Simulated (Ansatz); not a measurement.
**CH2BNO: single points off equilibrium**

One table from this session's results is given with a row withheld; the runs are named, their logs left out.

The runs use Ansatz 0.2.0, Gaussian basis; single points in def2-TZVPP.

Correlated methods freeze the cores.

### The system as given

SMILES `BN=C=O`, 6 atoms, charge 0, spin multiplicity 1.

Atoms are counted from 1 here; the program's logs count them from 0.

Bond lengths: B1–N2 1.563 Å, B1–H5 1.220 Å, B1–H6 1.253 Å, N2–C3 1.166 Å, C3–O4 1.155 Å. Angles: N2–B1–H5 107.6°, N2–B1–H6 116.4°, H5–B1–H6 135.6°, B1–N2–C3 170.6°, N2–C3–O4 176.6°.

Coordinates:

| atom | x (Å) | y (Å) | z (Å) |
| --- | --- | --- | --- |
| B1 | -0.5246 | 1.0592 | -0.1607 |
| N2 | 0.1669 | -0.2993 | 0.1841 |
| C3 | 0.6730 | -1.3474 | 0.2547 |
| O4 | 1.1111 | -2.4133 | 0.3319 |
| H5 | -0.9924 | 0.9597 | -1.2834 |
| H6 | -0.3825 | 1.9847 | 0.6716 |

Set-up of the first run:

run/in.yaml reads:

```yaml
crystal:
  periodic: [false, false, false]
  atoms:
    - {symbol: B, position_ang: [-0.524600, 1.059200, -0.160700]}
    - {symbol: N, position_ang: [0.166900, -0.299300, 0.184100]}
    - {symbol: C, position_ang: [0.673000, -1.347400, 0.254700]}
    - {symbol: O, position_ang: [1.111100, -2.413300, 0.331900]}
    - {symbol: H, position_ang: [-0.992400, 0.959700, -1.283400]}
    - {symbol: H, position_ang: [-0.382500, 1.984700, 0.671600]}
basis:
  gaussian: {orbitals: def2-TZVPP}
correlation: {method: ccsd_t}
output: {forces: true}
```

The command line of these runs was not kept.

Steps of the session up to this table: CCSD(T)/def2-TZVPP; PBE0-D4/def2-TZVPP; wB97M-V/def2-TZVPP; r2SCAN-D4/def2-TZVPP; PBE-D4/def2-TZVPP; BLYP-D4/def2-TZVPP; HSE06-D4/def2-TZVPP.

One of the session's tables, all rows but one given; the rest of the session is left out.

```
   method  RMS force component (eV/Å)  angle to CCSD(T) forces (°)  dipole (D)
  CCSD(T)                       2.001                    reference        2.38
  PBE0-D4                           ?                            ?           ?
  wB97M-V                       1.848                          5.7        2.35
r2SCAN-D4                       1.929                          3.4        2.14
   PBE-D4                       2.125                          3.7        1.92
  BLYP-D4                       2.089                          4.4        1.97
 HSE06-D4                       1.879                          6.7        2.27
```

Estimate the missing values for PBE0-D4.

**Answer.** RMS force component (eV/Å): 1.871; angle to CCSD(T) forces (°): 7.0; dipole (D): 2.29. In the column «RMS force component (eV/Å)» it lies between wB97M-V (1.848) and HSE06-D4 (1.879).
